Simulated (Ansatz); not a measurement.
This session for a ranking of polymorphs by energy of 2 structures of CuPd with the Python package of Ansatz (0.2.0) holds a mistake.

The script reads `cupd_cmmm.xyz`:
```text
2
Lattice="1.517327 -2.19697 0.0 1.517327 2.19697 0.0 0.0 0.0 4.187999" Properties=species:S:1:pos:R:3 pbc="T T T"
Cu    0.00000000    0.00000000    0.00000000
Pd    1.51732700    0.00000000    2.09399950
```

`cupd_pm_3m.cif`
```cif
data_CuPd
_cell_length_a 2.988000
_cell_length_b 2.988000
_cell_length_c 2.988000
_cell_angle_alpha 90.00000
_cell_angle_beta 90.00000
_cell_angle_gamma 90.00000
_symmetry_space_group_name_H-M 'P 1'
_symmetry_Int_Tables_number 1
loop_
_symmetry_equiv_pos_as_xyz
'x, y, z'
loop_
_atom_site_label
_atom_site_type_symbol
_atom_site_fract_x
_atom_site_fract_y
_atom_site_fract_z
Cu1 Cu    0.000000    0.000000    0.000000
Pd2 Pd    0.500000    0.500000    0.500000
```

Run as a notebook:

```python
import csv
import warnings

import ansatz as az
from ase.io import read
import numpy as np
import spglib
```

```python
CUTOFF_EV = 510
XC = "pbesol"
KSPACING = 0.3
FILLING = "gaussian"
WIDTH_EV = 0.05
```

```python
def compute(name, crystal):
    calc = (
        crystal.calculation()
        .basis(CUTOFF_EV)
        .functional(XC)
        .kpoints(spacing=KSPACING)
        .occupations(FILLING, width=WIDTH_EV)
        .stress()
        .band_table()
    )
    return calc.run(threads=1, backend="cpu")
```

```python
def volume_per_atom(outcome):
    return abs(np.linalg.det(outcome.lattice.cell_ang)) / len(outcome.lattice.sites)
```

```python
def space_group(outcome):
    sites = outcome.report["lattice"]["sites"]
    kinds = sorted({site["symbol"] for site in sites})
    cell = (outcome.lattice.cell_ang, [site["position_frac"] for site in sites], [kinds.index(site["symbol"]) for site in sites])
    return spglib.get_spacegroup(cell, symprec=0.01)
```

```python
warnings.simplefilter("ignore", az.DeckWarning)
```

```python
phases = {}
cmmm = az.Crystal.from_extxyz("cupd_cmmm.xyz")
phases["Cmmm"] = cmmm
atoms = read("cupd_pm_3m.cif")
pm_3m = az.Crystal.from_ase(atoms)
phases["Pm-3m"] = pm_3m
```

```python
done = {name: compute(name, crystal) for name, crystal in phases.items()}
```

    

```python
energy = {name: o.report()["energy_sigma0_ev"] / len(o.lattice.sites) for name, o in done.items()}
lowest = min(energy.values())
rows = [(name, len(o.lattice.sites), 1000 * (energy[name] - lowest), volume_per_atom(o), space_group(o)) for name, o in done.items()]
rows.sort(key=lambda row: row[2])
with open("polymorphs.csv", "w", newline="") as handle:
    writer = csv.writer(handle)
    writer.writerow(["phase", "atoms", "dE (meV/atom)", "V (A^3/atom)", "space group"])
    writer.writerows([round(v, 4) if isinstance(v, float) else v for v in row] for row in rows)
print(open("polymorphs.csv").read())
print("lowest in energy:", rows[0][0])
```

    Traceback (most recent call last):
      File "<cell 9>", line 1, in <module>
        energy = {name: o.report()["energy_sigma0_ev"] / len(o.lattice.sites) for name, o in done.items()}
                        ~~~~~~~~^^
    TypeError: 'dict' object is not callable

Why does it end like this?

The fault: report is a dict, not a method. The correction:

```diff
--- before
+++ after
@@
 # %%
-energy = {name: o.report()["energy_sigma0_ev"] / len(o.lattice.sites) for name, o in done.items()}
+energy = {name: o.report["energy_sigma0_ev"] / len(o.lattice.sites) for name, o in done.items()}
 lowest = min(energy.values())
```

Notebook, run cell by cell (the value of a cell's last expression is shown):

(earlier cells as before)

In [9]:
```python
energy = {name: o.report["energy_sigma0_ev"] / len(o.lattice.sites) for name, o in done.items()}
lowest = min(energy.values())
rows = [(name, len(o.lattice.sites), 1000 * (energy[name] - lowest), volume_per_atom(o), space_group(o)) for name, o in done.items()]
rows.sort(key=lambda row: row[2])
with open("polymorphs.csv", "w", newline="") as handle:
    writer = csv.writer(handle)
    writer.writerow(["phase", "atoms", "dE (meV/atom)", "V (A^3/atom)", "space group"])
    writer.writerows([round(v, 4) if isinstance(v, float) else v for v in row] for row in rows)
print(open("polymorphs.csv").read())
print("lowest in energy:", rows[0][0])
```
```text
phase,atoms,dE (meV/atom),V (A^3/atom),space group
Pm-3m,2,0.0,13.3386,Pm-3m (221)
Cmmm,2,107.9156,13.9608,Cmmm (65)

lowest in energy: Pm-3m
```

Notes:
- The cells come from databases of deposited and of computed structures, and not all need be stable phases.
- The ranking holds among these structures alone, at zero temperature; the ground state may be another structure. Differences under about 40 meV an atom lie within the error of mesh and functional.
- Timing: 6 s on 1 thread of Arm Neoverse V1 (shared host), peak memory 0.47 GiB.

(Lines on the test bed's own set-up are left out of the output.)
